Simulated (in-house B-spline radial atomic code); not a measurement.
# Excitations of Mn⁷⁺ as exact exchange is dialled in

An exercise on one series of results from a longer session: the logs are not shown, and one member is left open.

The numbers are computed with in-house B-spline radial atomic code version 1 (linear response of a closed shell, each method with its own adiabatic kernel; spin-free one-electron X2C, finite nucleus; B-spline basis; no spin-orbit coupling, no double excitations; only terms of natural parity, (−1)^L, with L up to 3 are computed), except any that are marked as measured or tabulated.

## Starting point

* element: manganese (Z = 25)
* charge: +7
* configuration: [Ne] 3s2 3p6
* runs: 0 % exact exchange; 10 % exact exchange; 20 % exact exchange; 30 % exact exchange; 40 % exact exchange; 50 % exact exchange; 60 % exact exchange; 70 % exact exchange; 80 % exact exchange; 90 % exact exchange; 100 % exact exchange

Outer shells as boxes (Hund's rule):

Mn⁷⁺
```
[Ne] core
3s [↑↓]
3p [↑↓][↑↓][↑↓]
```

Set-up of the first run:

Settings of the run:

```ini
Z = 25
electrons = 18.0
configuration = [Ne] 3s2 3p6
hamiltonian = x2c
method = pbeh
box_radius = 12.81
exact_exchange_fraction = 0.0
rms_radius = 3.7057
intervals = 70
```

Run with:

```sh
$ python run_td.py task.json out
```

task.json lists these runs, among others, and the program works through them in turn.

Among the steps run: 0 % exact exchange.

One of the session's tables, all rows but one given; the rest of the session is left out.

It belongs to the step «0 % exact exchange». The states in eV; those that feel the box are left out:

```
   state  full (eV)  Tamm-Dancoff (eV)
3p→3d ³P     47.023             47.184
3p→3d ³F     47.515             47.698
3p→3d ¹F     51.950             51.973
3p→3d ¹P     66.815             69.699
3s→3d ³D     81.436             81.505
3s→3d ¹D     86.649             86.781
3p→4s ³P     96.998             97.011
3p→4s ¹P     97.990             98.036
3p→4p ³S          ?                  ?
3p→4p ³D     107.33             107.34
3p→4p ¹D     108.01             108.02
3p→4p ¹S     112.22             112.50
3p→4d ³P     122.70             122.71
3p→4d ³F     122.88             122.89
```

Estimate the missing values for 3p→4p ³S.

**Answer.** full (eV): 106.51; Tamm-Dancoff (eV): 106.54. In the column «full (eV)» it lies between 3p→4s ¹P (97.990) and 3p→4p ³D (107.33).
